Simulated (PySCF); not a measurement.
# TlSi: from the state search to spectroscopic constants

The task here is to estimate one member of a computed series from the others.

Computed with PySCF 2.14.0. Level: Tl def2-SVP with ECP60, Si def2-SVP, scalar-relativistic core potentials.

The first run:

Settings of the job:

* atoms: Tl, Si
* charge: 0
* basis: Tl def2-SVP with ECP60, Si def2-SVP
* Hamiltonian: scalar-relativistic core potentials
* basis functions: 44
* electrons treated: 35
* masses in u: 204.9744, 27.9769
* levels: PBE0, PBE, r²SCAN, BHandHLYP, r²SCAN0, TPSS, HF, MP2, SCS-MP2, CCSD, CCSD(T)
* grid: 80 radial by 434 angular points
* occupations: held fixed by the projection of orbital angular momentum
* dissociation limit: Tl + Si, each in its ground configuration
* starting distance in angstrom: 2.545
* values of 2S to try: 1, 3

Launch:

```sh
> OMP_NUM_THREADS=1 python dia.py task.json out
```

Among the steps run: The job; The PBE0 curve of the state that the search chose; Higher solutions at PBE0; PBE (GGA); r²SCAN; BHandHLYP; r²SCAN0 (hybrid meta-GGA); TPSS (meta-GGA); UHF (mean field); MP2 and coupled cluster.

One table of the session follows, with a row left open; its other results are not shown here.

It belongs to the step «Constants by level of theory». 

| level | Re (Å) | ωe (cm⁻¹) | De (eV) |
| --- | --- | --- | --- |
| UHF | 2.771 | 216.4 | 1.33 |
| UHF-MP2 | 2.674 | 243.7 | 1.92 |
| UHF-SCS-MP2 | 2.691 | 237.5 | 1.72 |
| UHF-CCSD | 2.702 | 235.8 | 1.80 |
| UHF-CCSD(T) | 2.697 | 236.7 | 1.89 |
| PBE | 2.707 | 223.9 | 2.37 |
| TPSS | 2.707 | 222.9 | 2.30 |
| r²SCAN | 2.682 | 231.8 | 2.32 |
| PBE0 | 2.683 | 234.1 | 2.22 |
| r²SCAN0 | 2.668 | 237.8 | 2.19 |
| BHandHLYP | ? | ? | ? |

Estimate the missing values for BHandHLYP.

**Answer.** Re (Å): 2.694; ωe (cm⁻¹): 232.1; De (eV): 1.83. In the column «Re (Å)» it lies between UHF-SCS-MP2 (2.691) and UHF-CCSD(T) (2.697).
